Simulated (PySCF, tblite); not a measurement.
# C7H6N2− (doublet): geometry, infrared bands and EPR parameters

Wanted: the infrared bands and EPR parameters of C7H6N2− (doublet) (`C=C1CC([C]=[N-])(C#N)C1`), by calculation.

The runs use tblite 0.8.0 and PySCF 2.14.0, with density-fitted response routines of our own; the level of theory stands in each step. All values are computed, except where a source is named. Atoms count from 0, in the outputs and in this text.

## Step 1: Starting geometry

15 atoms, charge -1, multiplicity 2; geometry from: force field or distance geometry start.

Bonds of the start (Å): C0–C1 1.35, C1–C2 1.49, C2–C3 1.56, C3–C4 1.46, C4–N5 1.47, C3–C6 1.45, C6–N7 1.16, C3–C8 1.57, C8–C1 1.52, C0–H9 1.08, C0–H10 1.08, C2–H11 1.10, C2–H12 1.09, C8–H13 1.09, C8–H14 1.09.

## Step 2: Geometry optimisation with GFN2-xTB

The job: settings as JSON, then the geometry in Å.

```
{"job": {"kind": "relax", "xc": "GFN2-xTB", "basis": "xTB"}, "charge": -1, "multiplicity": 2}
C      2.360500     0.488300     0.189300
C      1.071800     0.119300     0.062100
C      0.164200    -0.037700    -1.115300
C     -0.999200    -0.091200    -0.077400
C     -1.912800    -1.217300    -0.256400
N     -2.828400    -2.342300    -0.462600
C     -1.757100     1.142400     0.047000
N     -2.354300     2.132300     0.150800
C      0.040400    -0.323200     1.080700
H      2.826900     0.526900     1.167600
H      2.928700     0.766500    -0.686000
H      0.110300     0.810000    -1.811100
H      0.300400    -0.943300    -1.701400
H     -0.087000     0.322000     1.955700
H      0.131100    -1.344900     1.435100
```

Launch:

```
$ OMP_NUM_THREADS=1 python probes_run.py task.json out
```

The driver reads the jobs from task.json and runs them one after another.

**Question.** This job is followed by: GFN2-xTB harmonic vibrations, gas phase; UKS B3LYP, pcH-1 on C H N, non-relativistic, mean-field spin-orbit, GIAO. What will the session give for the following? strongest single infrared mode (GFN2-xTB); zero-point energy (GFN2-xTB); g(iso) (B3LYP); ⟨S²⟩; largest a(iso) (averaged by class).

The runs gave:

| quantity | value |
| --- | --- |
| strongest single infrared mode (GFN2-xTB) | 2221 cm⁻¹, 1479 km/mol |
| zero-point energy (GFN2-xTB) | 65.1 kcal/mol |
| g(iso) (B3LYP) | 2.00364 |
| ⟨S²⟩ | 0.752 (exact 0.75) |
| largest a(iso) (averaged by class) | 13C on C4, 80.7 MHz |

What this shows: Relaxing lowered the energy by 2.616 eV in 73 steps; the close pair that moved most is C4–N5, from 1.465 to 1.173 Å. No mode is imaginary among the 39: a minimum at this level. The strongest single mode, at 2221 cm⁻¹, is carried by C6, C4, N7, N5. Unscaled tight-binding wavenumbers are off by several per cent, some by more. Its intensities can rank the bands wrongly. The largest spin populations lie on C0 (0.17 e), N7 (0.16 e), N5 (0.14 e), C4 (0.13 e). The isotropic g lies 1.3 ppt above the free-electron value. The records flag this anion as possibly unbound in the gas phase, so the basis may hold the extra electron. The conformer search (at its own cheap level) found a structure 22.5 kcal/mol lower, too far down for a turn about a bond: it may have other bonds, so these spectra needn't be the molecule's.
